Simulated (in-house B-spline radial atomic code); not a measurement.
# Yb⁵⁺: a fraction of an electron removed from 4f

The exact energy is linear between whole electron numbers. How far does exchange-only LDA stray from that for Yb⁵⁺, with charge removed from 4f step by step?

The numbers are computed with in-house B-spline radial atomic code version 1 (scalar-relativistic (spin-free one-electron X2C) exchange-only LDA (Slater), spin-polarised, spherical fractional occupations, Fermi nucleus, basis-set limit), except any that are marked as measured or tabulated.

**1. The system**

- element: ytterbium (Z = 70)
- charge: +5
- electrons: 65
- configuration: [Kr] 4d10 4f12 5s2 5p5
- Hamiltonian: scalar-relativistic (X2C)
- nucleus: Fermi, rms radius 5.311 fm

Outer shells as boxes (Hund's rule):

[Kr] 4d10 4f12 5s2 5p5
```
[Kr] core
4d [↑↓][↑↓][↑↓][↑↓][↑↓]
4f [↑↓][↑↓][↑↓][↑↓][↑↓][↑ ][↑ ]
5s [↑↓]
5p [↑↓][↑↓][↑ ]
```

Where spins are not typed, each open shell is filled with up spins first.

**2. The start, at fraction 0**

Settings, as recorded:

```ini
Z = 70
electrons = 65.0
configuration = [Kr] 4d10 4f12 5s2 5p5
hamiltonian = x2c
method = lda,
spin_polarised = True
nucleus = fermi
rms_radius = 5.3108
mass_number = 174
atomic_mass = 173.938867545
speed_of_light = 137.035999084
```

**3. 0.08 electron removed from 4f**

Settings: those of step 2 with these lines changed.

```diff
@@ -1,4 +1,4 @@
 Z = 70
-electrons = 65.0
-configuration = [Kr] 4d10 4f12 5s2 5p5
+electrons = 64.92
+configuration = [Kr] 4d10 4f11.92 5s2 5p5
 hamiltonian = x2c
```

**4. 0.24 electron removed from 4f**

Settings: those of step 3 with these lines changed.

```diff
@@ -1,4 +1,4 @@
 Z = 70
-electrons = 64.92
-configuration = [Kr] 4d10 4f11.92 5s2 5p5
+electrons = 64.76
+configuration = [Kr] 4d10 4f11.76 5s2 5p5
 hamiltonian = x2c
```

**5. 0.31 electron removed from 4f**

Settings: those of step 4 with these lines changed.

```diff
@@ -1,4 +1,4 @@
 Z = 70
-electrons = 64.76
-configuration = [Kr] 4d10 4f11.76 5s2 5p5
+electrons = 64.69
+configuration = [Kr] 4d10 4f11.69 5s2 5p5
 hamiltonian = x2c
```

**6. 0.46 electron removed from 4f**

Settings: those of step 5 with these lines changed.

```diff
@@ -1,4 +1,4 @@
 Z = 70
-electrons = 64.69
-configuration = [Kr] 4d10 4f11.69 5s2 5p5
+electrons = 64.53999999999999
+configuration = [Kr] 4d10 4f11.54 5s2 5p5
 hamiltonian = x2c
```

**7. 0.5 electron removed from 4f**

Settings: those of step 6 with these lines changed.

```diff
@@ -1,4 +1,4 @@
 Z = 70
-electrons = 64.53999999999999
-configuration = [Kr] 4d10 4f11.54 5s2 5p5
+electrons = 64.5
+configuration = [Kr] 4d10 4f11.5 5s2 5p5
 hamiltonian = x2c
```

**8. 0.53 electron removed from 4f**

Settings: those of step 7 with these lines changed.

```diff
@@ -1,4 +1,4 @@
 Z = 70
-electrons = 64.5
-configuration = [Kr] 4d10 4f11.5 5s2 5p5
+electrons = 64.47
+configuration = [Kr] 4d10 4f11.47 5s2 5p5
 hamiltonian = x2c
```

**9. 0.63 electron removed from 4f**

Settings: those of step 8 with these lines changed.

```diff
@@ -1,4 +1,4 @@
 Z = 70
-electrons = 64.47
-configuration = [Kr] 4d10 4f11.47 5s2 5p5
+electrons = 64.37
+configuration = [Kr] 4d10 4f11.37 5s2 5p5
 hamiltonian = x2c
```

**10. 0.77 electron removed from 4f**

Settings: those of step 9 with these lines changed.

```diff
@@ -1,4 +1,4 @@
 Z = 70
-electrons = 64.37
-configuration = [Kr] 4d10 4f11.37 5s2 5p5
+electrons = 64.23
+configuration = [Kr] 4d10 4f11.23 5s2 5p5
 hamiltonian = x2c
```

**11. 0.97 electron removed from 4f**

Settings: those of step 10 with these lines changed.

```diff
@@ -1,4 +1,4 @@
 Z = 70
-electrons = 64.23
-configuration = [Kr] 4d10 4f11.23 5s2 5p5
+electrons = 64.03
+configuration = [Kr] 4d10 4f11.03 5s2 5p5
 hamiltonian = x2c
```

**12. 1 electron removed from 4f**

Settings: those of step 11 with these lines changed.

```diff
@@ -1,4 +1,4 @@
 Z = 70
-electrons = 64.03
-configuration = [Kr] 4d10 4f11.03 5s2 5p5
+electrons = 64.0
+configuration = [Kr] 4d10 4f11 5s2 5p5
 hamiltonian = x2c
```

How does the energy change with the fraction, and which way and how far does it bend from the straight line between the ends?

The runs gave:

| fraction | energy change (eV) | less the straight line (eV) | level 4f down (eV) | sum of <r²> (bohr²) |
| --- | --- | --- | --- | --- |
| 0 | 0.0000 | 0.0000 | -71.917 | 26.781 |
| 0.08 | 5.8268 | -0.8691 | -73.755 | 26.606 |
| 0.24 | 17.9241 | -2.1635 | -77.470 | 26.265 |
| 0.31 | 23.4044 | -2.5421 | -79.112 | 26.119 |
| 0.46 | 35.5370 | -2.9644 | -82.663 | 25.811 |
| 0.5 | 38.8625 | -2.9867 | -83.617 | 25.730 |
| 0.53 | 41.3818 | -2.9784 | -84.335 | 25.670 |
| 0.63 | 49.9354 | -2.7947 | -86.740 | 25.472 |
| 0.77 | 62.3166 | -2.1313 | -90.140 | 25.199 |
| 0.97 | 80.8355 | -0.3521 | -95.062 | 24.820 |
| 1 | 83.6985 | 0.0000 | -95.806 | 24.764 |

What this shows: From fraction 0 to 1 the energy changes by 83.699 eV. It sags under the straight line by up to 2.99 eV (at 0.5); exact theory is straight between whole electron numbers, so this convex bend is an error (delocalisation) that favours fractional charges. Slater's transition state, the slope from the orbital energy at fraction 0.5 (Janak's theorem), gives 83.617 eV for the whole step.
